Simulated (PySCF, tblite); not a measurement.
# C10H13N: geometry, infrared bands, NMR shifts, spin-spin couplings and electronic excitations

What infrared bands, NMR shifts, spin-spin couplings and electronic excitations should C10H13N (`c1ccc(N2CCCC2)cc1`) show?

Programs: tblite 0.8.0 and PySCF 2.14.0, with density-fitted response routines of our own. Each step states its level of theory. These are calculated values for one molecule in the gas phase, unless marked as measured. Atoms count from 0, in the outputs and in this text.

## Step 1: Starting geometry

24 atoms, charge 0, multiplicity 1; geometry from: force field or distance geometry start.

Bonds of the start (Å): C0–C1 1.40, C1–C2 1.39, C2–C3 1.40, C3–N4 1.38, N4–C5 1.46, C5–C6 1.52, C6–C7 1.52, C7–C8 1.52, C3–C9 1.41, C9–C10 1.40, C10–C0 1.39, C8–N4 1.46, C0–H11 1.07, C1–H12 1.08, C2–H13 1.09, C5–H14 1.09, C5–H15 1.08, C6–H16 1.10, C6–H17 1.10, C7–H18 1.10, C7–H19 1.09, C8–H20 1.10, C8–H21 1.10, C9–H22 1.07, C10–H23 1.09.

## Step 2: Optimising the geometry with GFN2-xTB

The job: settings as JSON, then the geometry in Å.

```
{"job": {"kind": "relax", "xc": "GFN2-xTB", "basis": "xTB"}, "charge": 0, "multiplicity": 1}
C      3.598500    -0.167200    -0.548800
C      2.961800     1.063900    -0.350300
C      1.591700     1.112800    -0.127500
C      0.779000    -0.028400    -0.129000
N     -0.579400     0.024500     0.093600
C     -1.443400    -1.142600     0.252300
C     -2.758200    -0.554000     0.746100
C     -2.790300     0.815300     0.095900
C     -1.336900     1.265400     0.165500
C      1.439200    -1.256300    -0.328700
C      2.823700    -1.326400    -0.546100
H      4.658700    -0.216500    -0.709400
H      3.545700     1.976700    -0.328500
H      1.146300     2.094400     0.032800
H     -1.048100    -1.845400     0.990200
H     -1.580800    -1.648300    -0.694200
H     -2.734400    -0.442400     1.844000
H     -3.619000    -1.186600     0.487500
H     -3.108500     0.715500    -0.949500
H     -3.474400     1.506700     0.594700
H     -1.125200     1.959100    -0.657900
H     -1.145300     1.776100     1.118300
H      0.894100    -2.180600    -0.335200
H      3.293300    -2.296000    -0.708000
```

The run is started by

```console
$ OMP_NUM_THREADS=2 python probes_run.py task.json out
```

This one command runs all jobs of the session in turn.

**Question.** This job is followed by: GFN2-xTB harmonic vibrations, gas phase; PBE0-D3(BJ)/def2-SVP geometry optimisation, gas phase; GIAO PBE0/pcSseg-1 NMR shielding, non-relativistic, gas phase; B3LYP/pcJ-1 indirect spin-spin coupling, non-relativistic, gas phase; TDDFT CAM-B3LYP/def2-SVPD, vertical, gas phase, core orbitals frozen in the response; GIAO B97-2/pcSseg-1 NMR shielding, non-relativistic, gas phase. What will the session give for the following? strongest single infrared mode (GFN2-xTB); zero-point energy (GFN2-xTB); point group; rotational constants (main isotopes); 13C shifts against TMS (PBE0/pcSseg-1, means over atoms taken as alike); 1H shifts against TMS (PBE0/pcSseg-1, means over atoms taken as alike); 15N shifts against NH3 (PBE0/pcSseg-1); potential on the surface of density 0.002 e/bohr³, 1st and 99th percentile; largest coupling of the table (B3LYP/pcJ-1); lowest singlet (CAM-B3LYP/def2-SVPD); brightest single state of those computed; lowest triplet; range of the shift of C1 (with its like atoms).

The runs gave:

| quantity | value |
| --- | --- |
| strongest single infrared mode (GFN2-xTB) | 1614 cm⁻¹, 240 km/mol |
| zero-point energy (GFN2-xTB) | 128.5 kcal/mol |
| point group | C2 |
| rotational constants (main isotopes) | 3.12, 0.67, 0.56 GHz |
| 13C shifts against TMS (PBE0/pcSseg-1, means over atoms taken as alike) | 149.3, 134.8, 119.9, 114.4, 47.9, 28.6 ppm |
| 1H shifts against TMS (PBE0/pcSseg-1, means over atoms taken as alike) | 7.28, 6.73, 6.42, 3.14, 1.91 ppm |
| 15N shifts against NH3 (PBE0/pcSseg-1) | 92.4 ppm |
| potential on the surface of density 0.002 e/bohr³, 1st and 99th percentile | -1.12 V and 0.77 V |
| largest coupling of the table (B3LYP/pcJ-1) | 1J(C,H) C0–H11, 169.0 Hz |
| lowest singlet (CAM-B3LYP/def2-SVPD) | 4.66 eV (266 nm), f = 0.048 |
| brightest single state of those computed | state 10, 6.72 eV, f = 0.403 |
| lowest triplet | 3.83 eV |
| range of the shift of C1 (with its like atoms) | 131.7 to 134.8 ppm |

**Reading.** Relaxing lowered the energy by 0.084 eV in 20 steps; the close pair that moved most is C9–C10, from 1.403 to 1.380 Å (GFN2-xTB). All 66 modes are real, so the xTB geometry is a minimum. The strongest single mode, at 1614 cm⁻¹, has its largest shares on C2, C9, C10 and C1 (the list is cut at 4 atoms). GFN2-xTB is a fitted tight-binding method: band positions and strengths are rough. Its intensities can rank the bands wrongly. The start of the PBE0/def2-SVP relaxation was shaken at random by about 0.01 Å, so part of the energy gained, and of the first lengths quoted, undoes that. Over 13 steps the energy fell by 0.238 eV; of the close pairs, C8–H21 changed most, 1.065 to 1.109 Å (PBE0/def2-SVP). At PBE0/pcSseg-1: Shielding is most anisotropic at C1, C10 (span 236 ppm, paramagnetic term -203 ppm). Of the pairs tabulated at B3LYP/pcJ-1, C0–H11 couples most strongly (169.0 Hz; Fermi contact 167.6 Hz). Couplings across rotatable bonds belong to this one conformer; where others are populated, the observed values are averages. The lowest singlet, at 4.66 eV, is HOMO→LUMO 0.79, HOMO→LUMO+1 0.12 and is weak; of the 10 states computed, the strongest absorption comes from state 10 at 6.72 eV (the last computed, so partners may be missing). The lowest triplet lies 0.83 eV below the lowest singlet (triplets in Tamm-Dancoff, singlets in full TDDFT). At CAM-B3LYP/def2-SVPD, states above −ε(HOMO) (6.56 eV) lie where TDDFT describes them poorly and they hang on the basis; the brightest is among them. In ppm, C1 (with its like atoms) moves most: its shift spreads over 3.1 ppm, from 131.7 (B97-2/pcSseg-1) to 134.8 (PBE0/pcSseg-1). The conformer search found further structures of the same energy, which may be mirror or relabelled copies of this one.
